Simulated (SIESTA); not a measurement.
MoPRu:

```
Ru Mo P
1.0
     6.00745    0.00000    0.00000
     0.00000    3.87470    0.00000
     0.00000    0.00000    6.93924
Ru Mo P
4 4 4
Direct
  0.86002 0.75000 0.93078
  0.13998 0.25000 0.06922
  0.36002 0.75000 0.56922
  0.63998 0.25000 0.43078
  0.52572 0.25000 0.83073
  0.47428 0.75000 0.16927
  0.02572 0.25000 0.66927
  0.97428 0.75000 0.33073
  0.24479 0.75000 0.88387
  0.75521 0.25000 0.11613
  0.74479 0.75000 0.61613
  0.25521 0.25000 0.38387
```

The cell comes from a database or a generator and needn't be the stable form of this composition.

- Program: SIESTA 5.4.2
- Task: single point
- Functional: PBEsol
- Potentials or basis: PseudoDojo 0.4 standard (PBEsol files)
- Basis: DZP (energy shift 0.003 Ry; two zetas on semicore shells)
- Grid cutoff: 800 Ry
- Energy shift: 0.003 Ry
- k mesh: 5 × 7 × 4
- Occupations: fermi-dirac, width 0.05 eV
- Spin: no spin polarisation

On this cell: pressure -0.3 GPa; largest force 0.130 eV/Å; band gap on the k mesh none (metal or under the smearing width).

The same run follows on a disturbed copy (atoms moved at random, drawn with an rms of 0.05 Å):

```
Ru Mo P
1.0
     6.00745    0.00000    0.00000
     0.00000    3.87470    0.00000
     0.00000    0.00000    6.93924
Ru Mo P
4 4 4
Cartesian
  5.1432 2.8639 6.4350
  0.8124 0.9534 0.4614
  2.1735 2.8595 3.9880
  3.8409 0.9787 3.0035
  3.1187 0.9586 5.7229
  2.8688 2.8858 1.1218
  0.1580 0.9322 4.6489
  5.8267 2.8989 2.2772
  1.4636 2.9038 6.1294
  4.5491 1.0055 0.8342
  4.4389 2.8826 4.2607
  1.5597 0.9481 2.6713
```

Q: What does the disturbed cell give?

A: The energy (extrapolated to zero smearing) moves by +15.5 meV/atom; pressure 0.5 GPa; largest force 1.426 eV/Å; band gap on the k mesh none (metal or under the smearing width).

Forces on the atoms (eV/Å):
```
Ru   0.082  0.709  0.060
Ru   0.650 -0.047  0.346
Ru  -0.704  0.669 -1.044
Ru   0.109 -0.697 -0.173
Mo   0.599 -0.222  0.724
Mo  -0.449  0.333  0.762
Mo  -0.132 -0.010 -0.096
Mo   0.380  0.058  0.115
P   -0.258 -0.123  0.204
P   -0.413 -0.785 -0.598
P    0.711  0.266  0.129
P   -0.575 -0.151 -0.428
```

Stress tensor (GPa, compression positive):
```
 0.81 -0.62 -0.76
-0.62 -0.26 -0.10
-0.76 -0.10  0.99
```

Caveats: the basis of atomic orbitals isn't converged, which shifts pressures, moduli and gaps.
